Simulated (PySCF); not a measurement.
**C2H9NO2Si2: electronic excitations**

What electronic excitations should C2H9NO2Si2 (`[SiH3]N[SiH]1OCCO1`) show?

The runs use PySCF 2.14.0, with density-fitted response routines of our own; the level of theory stands in each step. All values are computed, except where a source is named. Atoms count from 0, in the outputs and in this text.

## Step 1: Starting geometry

16 atoms, charge 0, multiplicity 1; geometry from: GFN2-xTB.

Bonds of the start (Å): Si0–N1 1.73, N1–Si2 1.71, Si2–O3 1.64, O3–C4 1.40, C4–C5 1.54, C5–O6 1.40, O6–Si2 1.64, Si0–H7 1.47, Si0–H8 1.46, Si0–H9 1.46, N1–H10 1.00, Si2–H11 1.45, C4–H12 1.10, C4–H13 1.09, C5–H14 1.09, C5–H15 1.10.

## Step 2: Excited states and response: CAM-B3LYP/def2-SVPD

What the job is given:

```
{"job": {"kind": "uv", "xc": "CAM-B3LYP", "basis": "def2-SVPD", "nstates": 8, "ntriplets": 3}, "charge": 0, "multiplicity": 1}
Si     2.484416     0.234304     0.722478
N      1.621130    -0.749348    -0.416120
Si    -0.076572    -0.832275    -0.640132
O     -0.871690    -1.054737     0.776583
C     -1.931633    -0.157440     0.908966
C     -1.681920     1.022276    -0.055805
O     -0.765974     0.604421    -1.022452
H      2.280711    -0.232687     2.099131
H      2.027802     1.620448     0.599183
H      3.889198     0.093184     0.332600
H      2.147693    -1.431670    -0.928368
H     -0.414363    -1.824768    -1.644847
H     -2.864352    -0.669171     0.647262
H     -1.986198     0.174961     1.948371
H     -2.606194     1.332233    -0.551063
H     -1.259653     1.879212     0.480285
```

With the program's defaults for keys left out, this is: TDDFT CAM-B3LYP/def2-SVPD, vertical, gas phase, core orbitals frozen in the response.

Command:

```console
> OMP_NUM_THREADS=1 python probes_run.py task.json out
```

One launch serves the whole session: the jobs run in the order shown.

Predict these results of the whole session: lowest singlet (CAM-B3LYP/def2-SVPD); brightest single state of those computed; lowest triplet.

**Answer**, as computed:

| quantity | value |
| --- | --- |
| lowest singlet (CAM-B3LYP/def2-SVPD) | 6.77 eV (183 nm), f = 0.011 |
| brightest single state of those computed | state 7, 8.06 eV, f = 0.063 |
| lowest triplet | 6.45 eV |

In words: The first singlet state (HOMO→LUMO 0.70, HOMO−1→LUMO 0.10) lies at 6.77 eV and is weak; of the 8 states computed, the strongest absorption comes from states 6 to 7 together at 8.06 eV. The lowest triplet lies 0.32 eV below the lowest singlet (triplets in Tamm-Dancoff, singlets in full TDDFT).
